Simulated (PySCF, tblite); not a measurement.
# CH5BF2SSi: dynamics, then NMR shifts on frames

Aim: move CH5BF2SSi (`FB(F)CS[SiH3]`) away from its starting geometry and see how NMR shifts follow the geometry.

Computed with tblite 0.8.0 and PySCF 2.14.0, with density-fitted response routines of our own, on a single molecule in the gas phase. Atoms are numbered from 0 throughout.

## (1) The molecule as given

11 atoms, charge 0, multiplicity 1; geometry from: GFN2-xTB.

Bonds of the start (Å): F0–B1 1.32, B1–F2 1.31, B1–C3 1.57, C3–S4 1.85, S4–Si5 2.15, C3–H6 1.09, C3–H7 1.09, Si5–H8 1.46, Si5–H9 1.46, Si5–H10 1.45.

## (2) Dynamics with GFN2-xTB

Job settings and geometry (Å):

```
{"job": {"kind": "md", "xc": "GFN2-xTB", "basis": "xTB", "temperature": 600, "steps": 2000, "every": 50, "frames": 5}, "charge": 0, "multiplicity": 1}
F     -0.976127     1.737804    -0.061042
B     -1.479329     0.567359    -0.415581
F     -2.201154     0.604157    -1.513345
C     -1.143477    -0.752029     0.359482
S      0.399031    -1.375596    -0.457929
Si     1.836582     0.152748     0.032588
H     -0.925953    -0.631166     1.418092
H     -1.868254    -1.550722     0.224935
H      1.602744     0.504553     1.427945
H      1.670670     1.293043    -0.857683
H      3.090691    -0.547481    -0.183427
```

Method: GFN2-xTB Langevin dynamics, gas phase.

Command:

```bash
$ OMP_NUM_THREADS=1 python probes_run.py task.json out
```

This one command runs all jobs of the session in turn.

What it wrote:

```text
t/fs     T/K      E/eV
    0.0   526.4   -557.40727
   25.0   290.2   -556.80141
   50.0   509.5   -556.95586
   75.0   292.2   -556.97098
  100.0   472.6   -556.90212
  125.0   241.6   -556.56308
  150.0   549.1   -556.93422
  175.0   447.6   -556.80526
  200.0   393.5   -556.65396
  225.0   597.7   -556.98204
  250.0   591.9   -556.92251
  275.0   492.0   -556.91334
  300.0   431.0   -556.90028
  325.0   574.2   -557.07925
  350.0   658.2   -556.93832
  375.0   442.3   -556.70044
  400.0   728.6   -556.81346
  425.0   613.8   -556.68534
  450.0   619.5   -556.62048
  475.0   658.7   -556.45930
  500.0   544.7   -556.49368
  525.0   781.0   -556.31593
  550.0   567.9   -556.43798
  575.0   512.5   -556.63110
  600.0   353.0   -556.74865
  625.0   578.6   -556.62316
  650.0   729.8   -557.05216
  675.0   530.2   -556.80731
  700.0   414.9   -556.85359
  725.0   471.1   -556.81283
  750.0   465.9   -556.83972
  775.0   530.6   -556.97825
  800.0   654.8   -556.93084
  825.0   549.4   -556.72548
  850.0   694.4   -556.87010
  875.0   796.9   -556.63589
  900.0   572.1   -556.44011
  925.0   888.3   -557.00045
  950.0   553.8   -556.71276
  975.0   638.7   -556.82190
 1000.0   514.6   -556.78254
```

Run time: 27 s. Hardware: 1 thread of Intel Xeon at 2.50GHz, shared host; peak memory 0.18 GiB.

Distance from the start (root mean square after alignment): 0 fs 0.00 Å, 200 fs 0.31 Å, 400 fs 0.28 Å, 600 fs 0.32 Å, 800 fs 0.40 Å, 1000 fs 1.14 Å.

Positions (Å) and forces (eV/Å) at 1000 fs:

```xyz
11

F    -1.533   -0.090   -1.708   -0.018    0.394   -0.380
B    -1.658   -0.671   -0.531   -0.814   -0.533   -0.444
F    -2.724   -1.462   -0.478    0.255    0.082    0.209
C    -0.522   -0.540    0.505   -1.131    1.104   -1.051
S     0.630   -1.581   -0.304    2.142   -1.474   -1.668
Si    2.116   -0.437   -1.593   -0.058   -0.938    0.506
H    -0.132    0.428    0.540    0.670    1.619    0.302
H    -0.650   -0.922    1.448   -0.459   -0.817    2.208
H     3.265   -0.995   -0.846   -0.113    0.186   -0.411
H     1.970    0.960   -1.236   -0.197    0.157   -0.110
H     2.159   -0.794   -3.052   -0.279    0.221    0.840
```

## (3) Nuclear shieldings: 250 fs, PBE0/pcSseg-1

Job settings and geometry (Å):

```
{"job": {"kind": "nmr", "xc": "PBE0", "basis": "pcSseg-1", "pop": false}, "charge": 0, "multiplicity": 1}
F     -1.430600     1.045100    -0.265200
B     -1.851100    -0.178100    -0.574300
F     -2.798900    -0.118500    -1.511600
C     -1.211600    -1.523900     0.215200
S      0.518000    -1.814000    -0.289000
Si     1.405500     0.155600     0.179800
H     -1.191400    -1.515500     1.259800
H     -1.713700    -2.404700    -0.138100
H      0.929300     0.611300     1.467700
H      0.876900     0.915100    -0.940500
H      2.728000    -0.115100     0.085400
```

Level: GIAO PBE0/pcSseg-1 NMR shielding, non-relativistic, gas phase.

What it wrote:

```text
coarse grid: 10696 points
cycle   1  E = -952.7494368005  dE =  4.420e-01  |g| = 6.328e-01  |ddm| = 2.949e+00
cycle   2  E = -952.6925402890  dE =  5.690e-02  |g| = 9.103e-01  |ddm| = 9.211e-01
cycle   3  E = -952.8196608118  dE = -1.271e-01  |g| = 4.814e-02  |ddm| = 4.994e-01
cycle   4  E = -952.8200519581  dE = -3.911e-04  |g| = 2.604e-02  |ddm| = 6.725e-02
cycle   5  E = -952.8202148603  dE = -1.629e-04  |g| = 4.659e-03  |ddm| = 2.745e-02
cycle   6  E = -952.8202203145  dE = -5.454e-06  |g| = 1.447e-03  |ddm| = 6.715e-03
final grid: 96160 points
cycle   7  E = -952.8636177053  dE = -4.345e-05  |g| = 7.783e-03  |ddm| = 2.209e-02
cycle   8  E = -952.8636080632  dE =  9.642e-06  |g| = 9.848e-03  |ddm| = 1.567e-02
cycle   9  E = -952.8636313203  dE = -2.326e-05  |g| = 5.219e-04  |ddm| = 9.359e-03
cycle  10  E = -952.8636313749  dE = -5.458e-08  |g| = 2.381e-04  |ddm| = 6.054e-04
cycle  11  E = -952.8636313838  dE = -8.981e-09  |g| = 6.084e-05  |ddm| = 1.738e-04
cycle  12  E = -952.8636313845  dE = -6.880e-10  |g| = 1.186e-05  |ddm| = 5.270e-05
converged SCF energy = -952.8636313845

GIAO shielding tensors (ppm)
atom      isotropic    diamagn.    paramagn.     s11        s22        s33       span
  0 F      216.735     471.776    -255.041     51.127    251.367    347.710    296.584
  1 B       76.060     191.794    -115.734     61.024     78.482     88.674     27.650
  2 F      239.179     465.294    -226.115     77.024    298.746    341.767    264.743
  3 C      175.282     253.876     -78.594    162.706    178.124    185.016     22.310
  4 S      735.147    1058.088    -322.941    596.977    702.474    905.990    309.014
  5 Si     397.541     880.252    -482.711    366.183    391.611    434.830     68.647
  6 H       30.198      32.094      -1.897     23.560     28.721     38.313     14.753
  7 H       29.902      29.365       0.537     23.800     28.055     37.851     14.051
  8 H       27.417      30.115      -2.699     24.616     25.104     32.530      7.915
  9 H       26.779      30.183      -3.404     23.248     25.781     31.307      8.059
 10 H       28.640      31.035      -2.395     24.647     26.119     35.155     10.509
```

It took 27 s on 1 thread of Intel Xeon at 2.50GHz, shared host; peak memory 0.7 GiB.

The references, computed at this level on geometries of the same kind, shield at (ppm): 1H TMS 31.72, 13C TMS 186.9, 29Si TMS 349.2, 19F CFCl3 170.9, 11B BF3·OEt2 100.1, 33S CS2 504. Their shielding less the atom's gives the shift. The references are single molecules in the gas phase, so shifts against H2O, NH3, PH3, H3PO4 or CFCl3 are not on the usual liquid scales and can be off by tens of ppm. Each atom is listed at this fixed geometry, with no averaging over motion; a spectrum would average atoms that exchange fast.

```
atoms                               environment  σ (ppm)  δ (ppm)
   C3                 sp3 CH2 bonded to B and S    175.3     11.6
   H9         hydrogen on a silicon bonded to S    26.78     4.94
   H8         hydrogen on a silicon bonded to S    27.42     4.30
  H10         hydrogen on a silicon bonded to S    28.64     3.08
   H7  hydrogen on an sp3 CH2 bonded to B and S    29.90     1.81
   H6  hydrogen on an sp3 CH2 bonded to B and S    30.20     1.52
   F0                      fluorine bonded to B    216.7    -45.8
   F2                      fluorine bonded to B    239.2    -68.2
   B1                    boron bonded to C, 2 F     76.1     24.0
   S4                    sulfur bonded to C, Si      735     -231
  Si5                  silicon bonded to S, 3 H    397.5    -48.4
```

## (4) Shielding tensors: 425 fs, PBE0/pcSseg-1

Job settings and geometry (Å):

```
{"job": {"kind": "nmr", "xc": "PBE0", "basis": "pcSseg-1", "pop": false}, "charge": 0, "multiplicity": 1}
F     -1.508600     0.861400    -0.500900
B     -1.497500    -0.457300    -0.321700
F     -2.339400    -1.065600    -1.301700
C     -0.788500    -1.082800     0.950100
S      0.348700    -2.466900     0.163100
Si     1.952700    -1.015500    -0.260600
H     -0.148700    -0.345600     1.381000
H     -1.197300    -1.669500     1.791800
H      1.847100    -0.214300     0.950700
H      1.693200    -0.275700    -1.502500
H      3.264100    -1.701000    -0.316700
```

With the program's defaults for keys left out, this is: GIAO PBE0/pcSseg-1 NMR shielding, non-relativistic, gas phase.

What it wrote:

```text
coarse grid: 10696 points
cycle   1  E = -952.7414549911  dE =  2.608e-01  |g| = 6.535e-01  |ddm| = 2.891e+00
cycle   2  E = -952.6582541832  dE =  8.320e-02  |g| = 1.010e+00  |ddm| = 9.908e-01
cycle   3  E = -952.8168439686  dE = -1.586e-01  |g| = 6.659e-02  |ddm| = 5.772e-01
cycle   4  E = -952.8175462126  dE = -7.022e-04  |g| = 3.582e-02  |ddm| = 7.564e-02
cycle   5  E = -952.8177936770  dE = -2.475e-04  |g| = 7.321e-03  |ddm| = 2.801e-02
cycle   6  E = -952.8178026259  dE = -8.949e-06  |g| = 2.538e-03  |ddm| = 7.994e-03
final grid: 96160 points
cycle   7  E = -952.8607118201  dE = -3.581e-05  |g| = 8.174e-03  |ddm| = 2.155e-02
cycle   8  E = -952.8606954120  dE =  1.641e-05  |g| = 1.152e-02  |ddm| = 1.761e-02
cycle   9  E = -952.8607264344  dE = -3.102e-05  |g| = 8.302e-04  |ddm| = 1.088e-02
cycle  10  E = -952.8607265676  dE = -1.331e-07  |g| = 2.709e-04  |ddm| = 8.102e-04
cycle  11  E = -952.8607265797  dE = -1.214e-08  |g| = 6.645e-05  |ddm| = 2.342e-04
cycle  12  E = -952.8607265806  dE = -8.665e-10  |g| = 1.867e-05  |ddm| = 7.261e-05
converged SCF energy = -952.8607265806

GIAO shielding tensors (ppm)
atom      isotropic    diamagn.    paramagn.     s11        s22        s33       span
  0 F      217.921     470.093    -252.173     51.462    258.064    344.236    292.775
  1 B       72.968     190.215    -117.247     52.141     77.514     89.249     37.107
  2 F      231.091     467.903    -236.812     51.796    292.622    348.856    297.060
  3 C      159.541     258.007     -98.466    117.235    170.281    191.108     73.873
  4 S      678.575    1056.904    -378.328    497.147    639.255    899.324    402.177
  5 Si     377.348     878.863    -501.515    318.702    360.048    453.294    134.592
  6 H       30.774      34.561      -3.787     27.407     29.457     35.458      8.051
  7 H       27.284      28.846      -1.562     20.880     25.512     35.461     14.581
  8 H       27.189      30.375      -3.186     23.573     26.026     31.967      8.394
  9 H       26.719      29.254      -2.535     22.902     25.357     31.899      8.997
 10 H       26.497      27.814      -1.317     22.994     23.921     32.576      9.581
```

It took 28 s on 1 thread of Intel Xeon at 2.50GHz, shared host; peak memory 0.72 GiB.

This run: δ C3 27.4, F0 -47.0, F2 -60.1, B1 27.1, H10 5.22, H9 5.00 ppm.

## (5) Nuclear shieldings: 625 fs, PBE0/pcSseg-1

Job settings and geometry (Å):

```
{"job": {"kind": "nmr", "xc": "PBE0", "basis": "pcSseg-1", "pop": false}, "charge": 0, "multiplicity": 1}
F     -0.404100     0.379800    -1.090900
B     -0.968400    -0.733900    -0.494900
F     -1.843300    -1.409800    -1.203100
C     -0.474300    -1.012600     0.965600
S      0.582700    -2.600100     0.960700
Si     2.139200    -1.767100    -0.036500
H      0.217200    -0.365100     1.387900
H     -1.150400    -1.167500     1.883000
H      2.628900    -0.457400     0.449300
H      1.960400    -1.587000    -1.444400
H      3.071200    -2.740900     0.117400
```

With the program's defaults for keys left out, this is: GIAO PBE0/pcSseg-1 NMR shielding, non-relativistic, gas phase.

What it wrote:

```text
coarse grid: 10696 points
cycle   1  E = -952.7494831502  dE =  5.350e-01  |g| = 6.193e-01  |ddm| = 2.968e+00
cycle   2  E = -952.6899470624  dE =  5.954e-02  |g| = 9.143e-01  |ddm| = 8.353e-01
cycle   3  E = -952.8144466260  dE = -1.245e-01  |g| = 5.617e-02  |ddm| = 4.696e-01
cycle   4  E = -952.8149918088  dE = -5.452e-04  |g| = 2.673e-02  |ddm| = 6.007e-02
cycle   5  E = -952.8151401812  dE = -1.484e-04  |g| = 7.117e-03  |ddm| = 2.372e-02
cycle   6  E = -952.8151504689  dE = -1.029e-05  |g| = 1.839e-03  |ddm| = 7.560e-03
cycle   7  E = -952.8151510634  dE = -5.944e-07  |g| = 5.001e-04  |ddm| = 2.049e-03
final grid: 96160 points
cycle   8  E = -952.8580252889  dE = -3.825e-05  |g| = 6.250e-03  |ddm| = 1.933e-02
cycle   9  E = -952.8580172653  dE =  8.024e-06  |g| = 8.320e-03  |ddm| = 1.178e-02
cycle  10  E = -952.8580338913  dE = -1.663e-05  |g| = 5.625e-04  |ddm| = 7.476e-03
cycle  11  E = -952.8580339595  dE = -6.815e-08  |g| = 2.532e-04  |ddm| = 6.653e-04
cycle  12  E = -952.8580339685  dE = -9.001e-09  |g| = 5.672e-05  |ddm| = 1.406e-04
cycle  13  E = -952.8580339692  dE = -6.839e-10  |g| = 8.580e-06  |ddm| = 6.207e-05
converged SCF energy = -952.8580339692

GIAO shielding tensors (ppm)
atom      isotropic    diamagn.    paramagn.     s11        s22        s33       span
  0 F      215.603     472.316    -256.713     22.098    290.414    334.297    312.200
  1 B       73.968     193.284    -119.316     53.757     79.705     88.442     34.685
  2 F      248.217     465.426    -217.209     82.562    288.491    373.598    291.036
  3 C      170.950     255.692     -84.742    155.838    170.530    186.481     30.643
  4 S      729.649    1056.755    -327.105    541.540    690.956    956.452    414.912
  5 Si     411.959     879.221    -467.262    330.314    421.905    483.659    153.344
  6 H       30.734      35.921      -5.187     25.535     29.678     36.988     11.452
  7 H       27.739      28.156      -0.417     21.718     25.596     35.901     14.183
  8 H       27.136      28.538      -1.402     23.795     24.840     32.773      8.978
  9 H       27.739      29.161      -1.422     23.870     25.950     33.398      9.529
 10 H       28.549      29.665      -1.116     24.263     25.596     35.787     11.525
```

Run time: 29 s. Hardware: 1 thread of Intel Xeon at 2.50GHz, shared host; peak memory 0.72 GiB.

In short: δ C3 16.0, F0 -44.7, F2 -77.3, B1 26.1, H8 4.58, H7 3.98 ppm.

## (6) NMR shieldings: 800 fs, PBE0/pcSseg-1

Job settings and geometry (Å):

```
{"job": {"kind": "nmr", "xc": "PBE0", "basis": "pcSseg-1", "pop": false}, "charge": 0, "multiplicity": 1}
F     -1.220700     0.413400    -1.415700
B     -1.637500    -0.565000    -0.652400
F     -2.611300    -1.238500    -1.205400
C     -0.814600    -0.874100     0.685200
S      0.523100    -1.986200     0.487900
Si     2.205100    -0.752900    -0.425500
H     -0.470500     0.171700     1.077100
H     -1.400200    -1.346300     1.510000
H      2.691500     0.230100     0.511900
H      1.468200    -0.123600    -1.621700
H      3.187800    -1.789200    -0.776700
```

With the program's defaults for keys left out, this is: GIAO PBE0/pcSseg-1 NMR shielding, non-relativistic, gas phase.

What it wrote:

```text
coarse grid: 10696 points
cycle   1  E = -952.7591115024  dE =  4.213e-01  |g| = 6.251e-01  |ddm| = 2.944e+00
cycle   2  E = -952.7127899172  dE =  4.632e-02  |g| = 8.647e-01  |ddm| = 9.226e-01
cycle   3  E = -952.8277881769  dE = -1.150e-01  |g| = 3.943e-02  |ddm| = 4.914e-01
cycle   4  E = -952.8280137344  dE = -2.256e-04  |g| = 2.425e-02  |ddm| = 5.722e-02
cycle   5  E = -952.8281532433  dE = -1.395e-04  |g| = 4.965e-03  |ddm| = 2.606e-02
cycle   6  E = -952.8281596578  dE = -6.414e-06  |g| = 9.823e-04  |ddm| = 6.696e-03
final grid: 96160 points
cycle   7  E = -952.8731954641  dE = -4.886e-05  |g| = 6.377e-03  |ddm| = 2.020e-02
cycle   8  E = -952.8731901015  dE =  5.363e-06  |g| = 7.748e-03  |ddm| = 1.286e-02
cycle   9  E = -952.8732047993  dE = -1.470e-05  |g| = 4.452e-04  |ddm| = 7.467e-03
cycle  10  E = -952.8732048340  dE = -3.473e-08  |g| = 2.247e-04  |ddm| = 5.523e-04
cycle  11  E = -952.8732048438  dE = -9.779e-09  |g| = 3.996e-05  |ddm| = 1.946e-04
cycle  12  E = -952.8732048440  dE = -2.872e-10  |g| = 8.030e-06  |ddm| = 4.018e-05
converged SCF energy = -952.8732048440

GIAO shielding tensors (ppm)
atom      isotropic    diamagn.    paramagn.     s11        s22        s33       span
  0 F      229.227     471.197    -241.970     66.633    275.054    345.995    279.362
  1 B       76.607     193.416    -116.809     58.259     81.961     89.601     31.342
  2 F      253.313     465.142    -211.829     93.360    299.173    367.407    274.047
  3 C      173.648     255.708     -82.060    167.453    174.898    178.593     11.140
  4 S      705.112    1056.781    -351.669    560.597    710.316    844.423    283.826
  5 Si     389.817     878.730    -488.913    343.849    382.321    443.282     99.433
  6 H       28.212      31.412      -3.199     23.528     26.506     34.603     11.076
  7 H       28.629      29.106      -0.476     21.890     27.014     36.984     15.094
  8 H       27.285      29.424      -2.139     23.722     25.298     32.835      9.113
  9 H       25.674      28.259      -2.586     21.513     25.770     29.738      8.226
 10 H       26.930      27.995      -1.065     23.355     24.752     32.684      9.329
```

Wall time 28 s (1 thread of Intel Xeon at 2.50GHz, shared host); peak memory 0.72 GiB.

This run: δ C3 13.3, F0 -58.3, F2 -82.4, B1 23.5, H9 6.04, H10 4.79 ppm.

## (7) NMR shieldings: 1000 fs, PBE0/pcSseg-1

Job settings and geometry (Å):

```
{"job": {"kind": "nmr", "xc": "PBE0", "basis": "pcSseg-1", "pop": false}, "charge": 0, "multiplicity": 1}
F     -1.532900    -0.090500    -1.708100
B     -1.658000    -0.671000    -0.531200
F     -2.724000    -1.462500    -0.477800
C     -0.521700    -0.540400     0.504900
S      0.629600    -1.580700    -0.303700
Si     2.115900    -0.436700    -1.593500
H     -0.131800     0.428100     0.539800
H     -0.649600    -0.922500     1.448500
H      3.264900    -0.994600    -0.846200
H      1.970200     0.959500    -1.236200
H      2.158800    -0.794200    -3.051800
```

With the program's defaults for keys left out, this is: GIAO PBE0/pcSseg-1 NMR shielding, non-relativistic, gas phase.

What it wrote:

```text
coarse grid: 10696 points
cycle   1  E = -952.7483546482  dE =  5.848e-01  |g| = 6.363e-01  |ddm| = 2.982e+00
cycle   2  E = -952.7078279304  dE =  4.053e-02  |g| = 8.571e-01  |ddm| = 9.257e-01
cycle   3  E = -952.8192005428  dE = -1.114e-01  |g| = 4.860e-02  |ddm| = 4.868e-01
cycle   4  E = -952.8195810555  dE = -3.805e-04  |g| = 2.546e-02  |ddm| = 6.226e-02
cycle   5  E = -952.8197226846  dE = -1.416e-04  |g| = 5.233e-03  |ddm| = 2.590e-02
cycle   6  E = -952.8197293888  dE = -6.704e-06  |g| = 1.094e-03  |ddm| = 6.661e-03
final grid: 96160 points
cycle   7  E = -952.8637185105  dE = -4.545e-05  |g| = 6.748e-03  |ddm| = 2.041e-02
cycle   8  E = -952.8637140497  dE =  4.461e-06  |g| = 7.882e-03  |ddm| = 1.199e-02
cycle   9  E = -952.8637280961  dE = -1.405e-05  |g| = 4.709e-04  |ddm| = 7.216e-03
cycle  10  E = -952.8637281462  dE = -5.010e-08  |g| = 1.793e-04  |ddm| = 6.238e-04
cycle  11  E = -952.8637281507  dE = -4.437e-09  |g| = 6.488e-05  |ddm| = 1.322e-04
cycle  12  E = -952.8637281514  dE = -7.515e-10  |g| = 8.791e-06  |ddm| = 5.967e-05
converged SCF energy = -952.8637281514

GIAO shielding tensors (ppm)
atom      isotropic    diamagn.    paramagn.     s11        s22        s33       span
  0 F      269.121     470.020    -200.899    151.663    290.708    364.991    213.329
  1 B       77.942     193.464    -115.523     60.760     81.601     91.464     30.705
  2 F      269.056     465.465    -196.410    136.967    301.302    368.897    231.930
  3 C      187.174     255.477     -68.304    174.886    190.146    196.490     21.604
  4 S      707.623    1058.077    -350.454    509.594    783.213    830.062    320.468
  5 Si     382.167     878.349    -496.181    323.012    373.359    450.131    127.119
  6 H       31.104      34.473      -3.369     25.297     29.795     38.220     12.922
  7 H       31.512      32.769      -1.257     25.149     28.900     40.488     15.339
  8 H       26.097      27.983      -1.887     21.057     25.231     32.001     10.944
  9 H       27.112      29.553      -2.441     24.038     25.488     31.809      7.771
 10 H       26.338      27.242      -0.904     22.830     24.378     31.807      8.977
```

Wall time 29 s (1 thread of Intel Xeon at 2.50GHz, shared host); peak memory 0.72 GiB.

Key values: δ C3 -0.2, F2 -98.1, F0 -98.2, B1 22.1, H8 5.62, H10 5.38 ppm.

## (8) Comparing the runs: NMR shifts

Shifts (ppm) of some atoms, chosen among heavy atoms and hydrogens apart, with basis size and wall time:

```
  frame    C3    H7    H6     F0     F2    S4    Si5  functions  time
 250 fs  11.6  1.81  1.52  -45.8  -68.2  -231  -48.4        141  27 s
 425 fs  27.4  4.43  0.94  -47.0  -60.1  -175  -28.2        141  28 s
 625 fs  16.0  3.98  0.98  -44.7  -77.3  -226  -62.8        141  29 s
 800 fs  13.3  3.09  3.50  -58.3  -82.4  -201  -40.7        141  28 s
1000 fs  -0.2  0.20  0.61  -98.2  -98.1  -204  -33.0        141  29 s
```

## (9) Results

| quantity | value |
| --- | --- |
| thermostat | 600 K |
| mean temperature, second half | 588 K |
| mean potential energy above the minimum | 0.67 eV |
| 13C shifts against TMS (PBE0/pcSseg-1, 250 fs) | 11.6 ppm |
| 1H shifts against TMS (PBE0/pcSseg-1, 250 fs) | 4.94, 4.30, 3.08, 1.81, 1.52 ppm |
| 19F shifts against CFCl3 (PBE0/pcSseg-1, 250 fs) | -45.8, -68.2 ppm |
| 11B shifts against BF3·OEt2 (PBE0/pcSseg-1, 250 fs) | 24.0 ppm |
| 33S shifts against CS2 (PBE0/pcSseg-1, 250 fs) | -231 ppm |
| 29Si shifts against TMS (PBE0/pcSseg-1, 250 fs) | -48.4 ppm |
| range of the shift of S4 | -231 to -175 ppm |

What this shows: In the second half the potential energy averages 0.67 eV above the minimum; equipartition over 27 harmonic modes at 600 K would give 0.70 eV. With 11 atoms the temperature swings widely (242 to 888 K). Shifts at one fixed geometry are not the observed spectrum, which averages over the motion. In ppm, S4 moves most: its shift spreads over 57 ppm, from -231 (250 fs) to -175 (425 fs).
